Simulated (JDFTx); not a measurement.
# ZrC (P6_3/mmc) in JDFTx: equation of state

Aim: energy against volume of ZrC in PBEsol, for its equilibrium volume and stiffness.

Everything below comes from runs of JDFTx 1.7.0 (patched build). Logs are shortened: lines on timing, memory, paths and dates and some standing lists are left out, and cuts for length are marked. The log counts tension as positive stress, the text compression.

**1. Starting point**

The structure is hexagonal, space group P6_3/mmc (No. 194). Conventional cell: a = 3.391 Å, b = 3.391 Å, c = 5.290 Å, α = 90.00°, β = 90.00°, γ = 120.00°. Around Zr (site symmetry -6m2) lie 6 C at 2.36 Å. C (site symmetry -3m) is surrounded by 6 Zr at 2.36 Å and 2 C at 2.65 Å.

The cell comes from a database or a generator and needn't be the stable form of this composition.

**2. Equation of state, PBEsol, 12.38 Å³/atom (volume scaled by 0.94)**

The input, ZrC.in:

```
lattice \
    6.2781294724    -3.1390647361     0.0000000000 \
    0.0000000000     5.4370196112     0.0000000000 \
    0.0000000000     0.0000000000     9.7926787595
coords-type Lattice
ion Zr     0.6666666667     0.3333333333     0.7500000000 1
ion Zr     0.3333333333     0.6666666667     0.2500000000 1
ion C      0.0000000000     0.0000000000     0.5000000000 1
ion C      0.0000000000     0.0000000000     0.0000000000 1

ion-species pseudo/Zr.upf
ion-species pseudo/C.upf
elec-cutoff 41 328
elec-ex-corr gga-PBEsol
kpoint-folding 9 9 5
elec-smearing Fermi 0.0018374661
elec-n-bands 23
electronic-SCF nIterations 100 energyDiffThreshold 1e-09
electronic-minimize nIterations 30 energyDiffThreshold 1e-7
forces-output-coords Cartesian

dump-name run.$VAR
dump End Ecomponents EigStats BandEigs Kpoints Forces Stress
```

Potentials or basis: PseudoDojo-SR-PBEsol-0.4.1-standard with smoothed tails.

The run is started by

```
jdftx -c 1 -i ZrC.in -o ZrC.out
```

Log:

```text
*************** JDFTx 1.7.0 (patched build) ***************

Input parsed successfully to the following command list (including defaults):

basis kpoint-dependent
coords-type Lattice
core-overlap-check vector
coulomb-interaction Periodic
davidson-band-ratio 1.1
dump End Forces BandEigs EigStats Ecomponents Stress Kpoints
dump-name run.$VAR
elec-cutoff 41 328
elec-eigen-algo Davidson
elec-ex-corr gga-PBEsol
elec-n-bands 23 1
elec-smearing Fermi 0.00183747
electronic-minimize  \
	dirUpdateScheme      FletcherReeves \
	linminMethod         DirUpdateRecommended \
	nIterations          30 \
	history              15 \
	knormThreshold       0 \
	maxThreshold         no \
	energyDiffThreshold  1e-07 \
	nEnergyDiff          2 \
	convergeAll          no \
	alphaTstart          1 \
	alphaTmin            1e-10 \
	updateTestStepSize   yes \
	alphaTreduceFactor   0.1 \
	alphaTincreaseFactor 3 \
	nAlphaAdjustMax      3 \
	wolfeEnergy          0.0001 \
	wolfeGradient        0.9 \
	abortOnFailedStep    no \
	fdTest               no
electronic-scf  \
	nIterations	100 \
	energyDiffThreshold	1e-09 \
	residualThreshold	1e-07 \
	mixFraction	0.5 \
	qMetric	0.8 \
	history	10 \
	nEigSteps	2 \
	eigDiffThreshold	1e-08 \
	mixedVariable	Density \
	qKerker	0.8 \
	qKappa	-1 \
	verbose	no \
	mixFractionMag	1.5
exchange-regularization WignerSeitzTruncated
fluid None
fluid-ex-corr lda-TF lda-PZ
fluid-gummel-loop 10 1.000000e-05
fluid-minimize  \
	dirUpdateScheme      PolakRibiere \
	linminMethod         DirUpdateRecommended \
	nIterations          100 \
	history              15 \
	knormThreshold       0 \
	maxThreshold         no \
	energyDiffThreshold  0 \
	nEnergyDiff          2 \
	convergeAll          no \
	alphaTstart          1 \
	alphaTmin            1e-10 \
	updateTestStepSize   yes \
	alphaTreduceFactor   0.1 \
	alphaTincreaseFactor 3 \
	nAlphaAdjustMax      3 \
	wolfeEnergy          0.0001 \
	wolfeGradient        0.9 \
	abortOnFailedStep    no \
	fdTest               no
fluid-solvent H2O 55.338 ScalarEOS \
	epsBulk 78.4 \
	pMol 0.92466 \
	epsInf 1.77 \
	Pvap 1.06736e-10 \
	sigmaBulk 4.62e-05 \
	Rvdw 2.61727 \
	Res 1.42 \
	tauNuc 343133 \
	poleEl 15 7 1
forces-output-coords Cartesian
ion Zr   0.666666666700000   0.333333333300000   0.750000000000000 1
ion Zr   0.333333333300000   0.666666666700000   0.250000000000000 1
ion C   0.000000000000000   0.000000000000000   0.500000000000000 1
ion C   0.000000000000000   0.000000000000000   0.000000000000000 1
ion-species pseudo/Zr.upf
ion-species pseudo/C.upf
ion-width 0
ionic-minimize  \
	dirUpdateScheme      L-BFGS \
	linminMethod         DirUpdateRecommended \
	nIterations          0 \
	history              15 \
	knormThreshold       0.0001 \
	maxThreshold         no \
	energyDiffThreshold  1e-06 \
	nEnergyDiff          2 \
	convergeAll          no \
	alphaTstart          1 \
	alphaTmin            1e-10 \
	updateTestStepSize   yes \
	alphaTreduceFactor   0.1 \
	alphaTincreaseFactor 3 \
	nAlphaAdjustMax      3 \
	wolfeEnergy          0.0001 \
	wolfeGradient        0.9 \
	abortOnFailedStep    no \
	fdTest               no
kpoint   0.000000000000   0.000000000000   0.000000000000  1.00000000000000
kpoint-folding 9 9 5
latt-move-scale 1 1 1
latt-scale 1 1 1
lattice  \
	   6.278129472400000   -3.139064736100000    0.000000000000000  \
	   0.000000000000000    5.437019611200000    0.000000000000000  \
	   0.000000000000000    0.000000000000000    9.792678759499999
lattice-minimize  \
	dirUpdateScheme      L-BFGS \
	linminMethod         DirUpdateRecommended \
	nIterations          0 \
	history              15 \
	knormThreshold       0 \
	maxThreshold         no \
	energyDiffThreshold  1e-06 \
	nEnergyDiff          2 \
	convergeAll          no \
	alphaTstart          1 \
	alphaTmin            1e-10 \
	updateTestStepSize   yes \
	alphaTreduceFactor   0.1 \
	alphaTincreaseFactor 3 \
	nAlphaAdjustMax      3 \
	wolfeEnergy          0.0001 \
	wolfeGradient        0.9 \
	abortOnFailedStep    no \
	fdTest               no
lcao-params -1 1e-06 0.00183747
pcm-variant GLSSA13
perturb-minimize  \
	nIterations            0 \
	algorithm              MINRES \
	residualTol            0.0001 \
	residualDiffThreshold  0.0001 \
	CGBypass               no \
	recomputeResidual      no
spintype no-spin
subspace-rotation-factor 1 yes
symmetries automatic
symmetry-threshold 0.0001

---------- Setting up symmetries ----------

Found 24 point-group symmetries of the bravais lattice
Found 24 space-group symmetries with basis
Applied RMS atom displacement 2.56304e-10 bohrs to make symmetries exact.

---------- Initializing the Grid ----------
R =
[      6.27813     -3.13906            0  ]
[            0      5.43702            0  ]
[            0            0      9.79268  ]
unit cell volume = 334.266
G =
[    1.00081   0.577815         -0  ]
[          0    1.15563          0  ]
[          0         -0   0.641621  ]
Minimum fftbox size, Smin = [  52  52  80  ]
Chosen fftbox size, S = [  54  54  80  ]

---------- Initializing tighter grid for wavefunction operations ----------
R =
[      6.27813     -3.13906            0  ]
[            0      5.43702            0  ]
[            0            0      9.79268  ]
unit cell volume = 334.266
G =
[    1.00081   0.577815         -0  ]
[          0    1.15563          0  ]
[          0         -0   0.641621  ]
Minimum fftbox size, Smin = [  40  40  60  ]
Chosen fftbox size, S = [  40  40  60  ]

---------- Exchange Correlation functional ----------
Initalized PBEsol GGA exchange.
Initalized PBEsol GGA correlation.

---------- Setting up pseudopotentials ----------
Width of ionic core gaussian charges (only for fluid interactions / plotting) set to 0

Reading pseudopotential file 'pseudo/Zr.upf':
  'Zr' pseudopotential, 'PBESOL' functional
  Generated using ONCVPSP code by D. R. Hamann
  12 valence electrons, 4 orbitals, 6 projectors, 1001 radial grid points, with lMax = 2
    4S    l: 0   occupation:  2.0   eigenvalue: -2.001217
    4P    l: 1   occupation:  6.0   eigenvalue: -1.191752
    4D    l: 2   occupation:  2.0   eigenvalue: -0.132729
    5S    l: 0   occupation:  2.0   eigenvalue: -0.164081
  Core radius for overlap checks: 1.48 bohrs.

Reading pseudopotential file 'pseudo/C.upf':
  'C' pseudopotential, 'PBESOL' functional
  Generated using ONCVPSP code by D. R. Hamann
  4 valence electrons, 2 orbitals, 4 projectors, 1001 radial grid points, with lMax = 1
    2S    l: 0   occupation:  2.0   eigenvalue: -0.501565
    2P    l: 1   occupation:  2.0   eigenvalue: -0.192331
  Core radius for overlap checks: 1.21 bohrs.

Initialized 2 species with 4 total atoms.

Folded 1 k-points by 9x9x5 to 405 k-points.

---------- Setting up k-points, bands, fillings ----------
Reduced to 36 k-points under symmetry.
Computing the number of bands and number of electrons
Calculating initial fillings.
nElectrons:  32.000000   nBands: 23   nStates: 36

----- Setting up reduced wavefunction bases (one per k-point) -----
average nbasis = 4191.607 , ideal nbasis = 4191.432

---------- Setting up ewald sum ----------
Optimum gaussian width for ewald sums = 2.197511 bohr.
Real space sum over 1089 unit cells with max indices [  5  5  4  ]
Reciprocal space sum over 2873 terms with max indices [  6  6  8  ]

---------- Allocating electronic variables ----------
Initializing wave functions:  linear combination of atomic orbitals
Zr pseudo-atom occupations:   s ( 2 2 )  p ( 6 )  d ( 2 )
C pseudo-atom occupations:   s ( 2 )  p ( 2 )
	FillingsUpdate:  mu: +0.622562266  nElectrons: 32.000000
LCAOMinimize: Iter:   0  F: -105.8722469674005993  |grad|_K:  1.014e-02  alpha:  1.000e+00
	FillingsUpdate:  mu: +0.599187108  nElectrons: 32.000000
LCAOMinimize: Iter:   1  F: -106.2296509043147097  |grad|_K:  2.101e-03  alpha:  3.351e-01  linmin:  3.842e-01  cgtest: -1.096e+00
LCAOMinimize: 	Bad step direction: g.d > 0.
[... 13 lines of inner loops ...]
LCAOMinimize: Iter:   6  F: -106.2491295883668414  |grad|_K:  2.881e-07  alpha:  8.137e-01  linmin: -1.504e-03  cgtest:  1.743e-02
	FillingsUpdate:  mu: +0.604340023  nElectrons: 32.000000
LCAOMinimize: Iter:   7  F: -106.2491295894975565  |grad|_K:  4.467e-08  alpha:  9.005e-01  linmin:  1.836e-03  cgtest: -1.113e-02
LCAOMinimize: Converged (|Delta F|<1.000000e-06 for 2 iters).

-------- Electronic minimization -----------
Will mix electronic density at each iteration.
	FillingsUpdate:  mu: +0.604340023  nElectrons: 32.000000
	FillingsUpdate:  mu: +0.593619793  nElectrons: 32.000000
SCF: Cycle:  0   F: -106.332789905224530   dF: -8.366e-02   |Residual|: 8.264e-02   |deigs|: 1.236e-02
	FillingsUpdate:  mu: +0.588600160  nElectrons: 32.000000
SCF: Cycle:  1   F: -106.336979084286554   dF: -4.189e-03   |Residual|: 3.481e-02   |deigs|: 6.347e-03
	FillingsUpdate:  mu: +0.586618755  nElectrons: 32.000000
SCF: Cycle:  2   F: -106.337626565445618   dF: -6.475e-04   |Residual|: 1.087e-02   |deigs|: 5.462e-03
	FillingsUpdate:  mu: +0.585886100  nElectrons: 32.000000
SCF: Cycle:  3   F: -106.337673655105860   dF: -4.709e-05   |Residual|: 3.275e-03   |deigs|: 1.649e-03
	FillingsUpdate:  mu: +0.585940270  nElectrons: 32.000000
SCF: Cycle:  4   F: -106.337676217461023   dF: -2.562e-06   |Residual|: 5.337e-04   |deigs|: 3.041e-04
	FillingsUpdate:  mu: +0.585921855  nElectrons: 32.000000
SCF: Cycle:  5   F: -106.337677455927633   dF: -1.238e-06   |Residual|: 1.269e-04   |deigs|: 9.435e-05
	FillingsUpdate:  mu: +0.585915413  nElectrons: 32.000000
SCF: Cycle:  6   F: -106.337677757009516   dF: -3.011e-07   |Residual|: 5.892e-05   |deigs|: 2.982e-05
	FillingsUpdate:  mu: +0.585916801  nElectrons: 32.000000
SCF: Cycle:  7   F: -106.337677943176317   dF: -1.862e-07   |Residual|: 1.435e-05   |deigs|: 2.113e-05
	FillingsUpdate:  mu: +0.585917248  nElectrons: 32.000000
SCF: Cycle:  8   F: -106.337677996545423   dF: -5.337e-08   |Residual|: 1.441e-05   |deigs|: 1.353e-05
	FillingsUpdate:  mu: +0.585917928  nElectrons: 32.000000
SCF: Cycle:  9   F: -106.337678033063924   dF: -3.652e-08   |Residual|: 1.158e-05   |deigs|: 3.850e-05
	FillingsUpdate:  mu: +0.585917114  nElectrons: 32.000000
SCF: Cycle: 10   F: -106.337678040849539   dF: -7.786e-09   |Residual|: 3.729e-06   |deigs|: 2.147e-05
	FillingsUpdate:  mu: +0.585917284  nElectrons: 32.000000
SCF: Cycle: 11   F: -106.337678045476650   dF: -4.627e-09   |Residual|: 1.659e-06   |deigs|: 2.175e-05
	FillingsUpdate:  mu: +0.585917285  nElectrons: 32.000000
SCF: Cycle: 12   F: -106.337678046825886   dF: -1.349e-09   |Residual|: 2.073e-06   |deigs|: 1.090e-05
	FillingsUpdate:  mu: +0.585917278  nElectrons: 32.000000
SCF: Cycle: 13   F: -106.337678047636928   dF: -8.110e-10   |Residual|: 3.822e-06   |deigs|: 1.423e-05
	FillingsUpdate:  mu: +0.585917268  nElectrons: 32.000000
SCF: Cycle: 14   F: -106.337678047863974   dF: -2.270e-10   |Residual|: 5.370e-06   |deigs|: 8.669e-06
SCF: Converged (|Delta E|<1.000000e-09 for 2 iters).

Setting wave functions to eigenvectors of Hamiltonian

# Stress tensor in Cartesian coordinates [Eh/a0^3]:
[ -0.000210662            0            0  ]
[            0 -0.000210662            0  ]
[            0            0   -0.0002552  ]

# Ionic positions in lattice coordinates:
ion Zr   0.666666666666667   0.333333333333333   0.750000000000000 1
ion Zr   0.333333333333333   0.666666666666667   0.250000000000000 1
ion C   0.000000000000000   0.000000000000000   0.500000000000000 1
ion C   0.000000000000000   0.000000000000000   0.000000000000000 1

# Forces in Cartesian coordinates:
force Zr   0.000000000000000  -0.000000000000000   0.000000000000000 1
force Zr  -0.000000000000000  -0.000000000000000   0.000000000000000 1
force C   0.000000000000000   0.000000000000000   0.000000000000000 1
force C   0.000000000000000   0.000000000000000   0.000000000000000 1

# Energy components:
   Eewald =      -95.7515079904260773
       EH =       12.2040969997921458
     Eloc =      -52.6549192253735114
      Enl =       10.2078732383996211
      Exc =      -24.2642917995021250
 Exc_core =        6.9778669093515813
       KE =       36.9434432233609158
-------------------------------------
     Etot =     -106.3374386443974657
       TS =        0.0002394034665134
-------------------------------------
        F =     -106.3376780478639745

IonicMinimize: Iter:   0  F: -106.337678047863974  |grad|_K:  5.113e-36
IonicMinimize: Converged (|grad|_K<1.000000e-04).

#--- Lowdin population analysis ---
# oxidation-state Zr +0.659 +0.659
# oxidation-state C -0.615 -0.615

Dumping 'run.eigStats' ...
	eMin: -1.178042 at state 0 ( [ +0.000000 +0.000000 +0.000000 ] spin 0 )
	HOMO: +0.585550 at state 28 ( [ +0.222222 +0.222222 +0.200000 ] spin 0 )
	mu  : +0.585917
	LUMO: +0.586383 at state 16 ( [ +0.111111 +0.111111 +0.200000 ] spin 0 )
	eMax: +0.878515 at state 33 ( [ +0.333333 +0.333333 +0.000000 ] spin 0 )
	HOMO-LUMO gap: +0.000833
	Optical gap  : +0.006335 at state 16 ( [ +0.111111 +0.111111 +0.200000 ] spin 0 )
Done!
```

Run time: 92 s. Hardware: 1 thread of Intel Xeon 6975P-C (Granite Rapids), shared host; peak memory 0.23 GiB.

Results:

```
Free energy            : -2893.5956 eV
Pressure               : 6.6 GPa
Band gap on the k mesh : none (metal or under the smearing width)
Loewdin charges        : Zr +0.66; C -0.61 e
```

**3. Equation of state, PBEsol, 12.65 Å³/atom (volume scaled by 0.96)**

Changes to ZrC.in since step 2:

```diff
@@ -1,5 +1,5 @@
 lattice \
-    6.2781294724    -3.1390647361     0.0000000000 \
-    0.0000000000     5.4370196112     0.0000000000 \
-    0.0000000000     0.0000000000     9.7926787595
+    6.3223431084    -3.1611715543     0.0000000000 \
+    0.0000000000     5.4753097433     0.0000000000 \
+    0.0000000000     0.0000000000     9.8616435581
 coords-type Lattice
@@ -22,2 +22,2 @@
 dump-name run.$VAR
-dump End Ecomponents EigStats BandEigs Kpoints Forces Stress
+dump End Ecomponents EigStats BandEigs Kpoints Forces Stress ElecDensity Dtot KEdensity
```

Potentials or basis: PseudoDojo-SR-PBEsol-0.4.1-standard with smoothed tails.

The run is started by

```
jdftx -c 1 -i ZrC.in -o ZrC.out
```

Run time: 100 s. Hardware: 1 thread of Intel Xeon 6975P-C (Granite Rapids), shared host; peak memory 0.24 GiB.

The run converged. Its results:

| Item | Value |
| --- | --- |
| Free energy | -2893.6221 eV |
| Pressure | 1.4 GPa |
| Band gap on the k mesh | none (metal or under the smearing width) |
| Loewdin charges | Zr +0.67; C -0.63 e |

**4. Equation of state, PBEsol, 12.91 Å³/atom (volume scaled by 0.98)**

Changes to ZrC.in since step 3:

```diff
@@ -1,5 +1,5 @@
 lattice \
-    6.3223431084    -3.1611715543     0.0000000000 \
-    0.0000000000     5.4753097433     0.0000000000 \
-    0.0000000000     0.0000000000     9.8616435581
+    6.3659468526    -3.1829734263     0.0000000000 \
+    0.0000000000     5.5130716935     0.0000000000 \
+    0.0000000000     0.0000000000     9.9296570422
 coords-type Lattice
```

The run is started by

```
jdftx -c 1 -i ZrC.in -o ZrC.out
```

It took 1.7 min on 1 thread of Intel Xeon 6975P-C (Granite Rapids), shared host; peak memory 0.24 GiB.

The run converged. Its results:

```
Free energy            : -2893.6158 eV
Pressure               : -3.3 GPa
Band gap on the k mesh : none (metal or under the smearing width)
Loewdin charges        : Zr +0.68; C -0.64 e
```

**5. Equation of state, PBEsol, 13.17 Å³/atom**

Changes to ZrC.in since step 4:

```diff
@@ -1,5 +1,5 @@
 lattice \
-    6.3659468526    -3.1829734263     0.0000000000 \
-    0.0000000000     5.5130716935     0.0000000000 \
-    0.0000000000     0.0000000000     9.9296570422
+    6.4089613119    -3.2044806559     0.0000000000 \
+    0.0000000000     5.5503233079     0.0000000000 \
+    0.0000000000     0.0000000000     9.9967513548
 coords-type Lattice
```

The run is started by

```
jdftx -c 1 -i ZrC.in -o ZrC.out
```

It took 1.7 min on 1 thread of Intel Xeon 6975P-C (Granite Rapids), shared host; peak memory 0.25 GiB.

It converged, with:

```yaml
Free_energy: -2893.5800 eV
Pressure: -7.6 GPa
Band_gap_on_the_k_mesh: none (metal or under the smearing width)
Loewdin_charges: Zr +0.69; C -0.65 e
```

**6. Equation of state, PBEsol, 13.44 Å³/atom (volume scaled by 1.02)**

Changes to ZrC.in since step 5:

```diff
@@ -1,5 +1,5 @@
 lattice \
-    6.4089613119    -3.2044806559     0.0000000000 \
-    0.0000000000     5.5503233079     0.0000000000 \
-    0.0000000000     0.0000000000     9.9967513548
+    6.4514060012    -3.2257030007     0.0000000000 \
+    0.0000000000     5.5870814872     0.0000000000 \
+    0.0000000000     0.0000000000    10.0629569356
 coords-type Lattice
```

Potentials or basis: PseudoDojo-SR-PBEsol-0.4.1-standard with smoothed tails.

The run is started by

```
jdftx -c 1 -i ZrC.in -o ZrC.out
```

Wall time 1.7 min (1 thread of Intel Xeon 6975P-C (Granite Rapids), shared host); peak memory 0.26 GiB.

It converged, with:

| Quantity | Value |
| --- | --- |
| Free energy | -2893.5177 eV |
| Pressure | -11.4 GPa |
| Band gap on the k mesh | none (metal or under the smearing width) |
| Loewdin charges | Zr +0.71; C -0.66 e |

**7. Equation of state, PBEsol, 13.70 Å³/atom (volume scaled by 1.04)**

Changes to ZrC.in since step 6:

```diff
@@ -1,5 +1,5 @@
 lattice \
-    6.4514060012    -3.2257030007     0.0000000000 \
-    0.0000000000     5.5870814872     0.0000000000 \
-    0.0000000000     0.0000000000    10.0629569356
+    6.4932994218    -3.2466497109     0.0000000000 \
+    0.0000000000     5.6233622537     0.0000000000 \
+    0.0000000000     0.0000000000    10.1283026428
 coords-type Lattice
```

The run is started by

```
jdftx -c 1 -i ZrC.in -o ZrC.out
```

Run time: 1.7 min. Hardware: 1 thread of Intel Xeon 6975P-C (Granite Rapids), shared host; peak memory 0.26 GiB.

Results (log left out):

```yaml
Free_energy: -2893.4314 eV
Pressure: -14.9 GPa
Band_gap_on_the_k_mesh: none (metal or under the smearing width)
Loewdin_charges: Zr +0.72; C -0.67 e
```

**8. Equation of state, PBEsol, 13.96 Å³/atom (volume scaled by 1.06)**

Changes to ZrC.in since step 7:

```diff
@@ -1,5 +1,5 @@
 lattice \
-    6.4932994218    -3.2466497109     0.0000000000 \
-    0.0000000000     5.6233622537     0.0000000000 \
-    0.0000000000     0.0000000000    10.1283026428
+    6.5346591320    -3.2673295659     0.0000000000 \
+    0.0000000000     5.6591808133     0.0000000000 \
+    0.0000000000     0.0000000000    10.1928158639
 coords-type Lattice
```

The run is started by

```
jdftx -c 1 -i ZrC.in -o ZrC.out
```

It took 1.8 min on 1 thread of Intel Xeon 6975P-C (Granite Rapids), shared host; peak memory 0.27 GiB.

It converged, with:

| Property | Result |
| --- | --- |
| Free energy | -2893.3237 eV |
| Pressure | -18.0 GPa |
| Band gap on the k mesh | none (metal or under the smearing width) |
| Loewdin charges | Zr +0.73; C -0.68 e |

**9. Equation of state, PBEsol**

Potentials or basis: PseudoDojo-SR-PBEsol-0.4.1-standard with smoothed tails.

No new run: the results of the series are fitted here.

What came out:

| Property | Result |
| --- | --- |
| Equilibrium volume | 12.72 Å³/atom |
| Bulk modulus at fixed shape and positions | 233 GPa |
| Pressure derivative of the bulk modulus | 4.1 |

Energy against volume, from the lowest point:
```csv
volume (Å³/atom),energy (meV/atom)
12.383,6.62
12.647,0.00
12.910,1.57
13.174,10.53
13.437,26.11
13.701,47.68
13.964,74.62
```

Caveat: the cell was scaled at fixed shape and fractional positions, which overstates the stiffness of a crystal with free parameters, most of all of layers and chains.
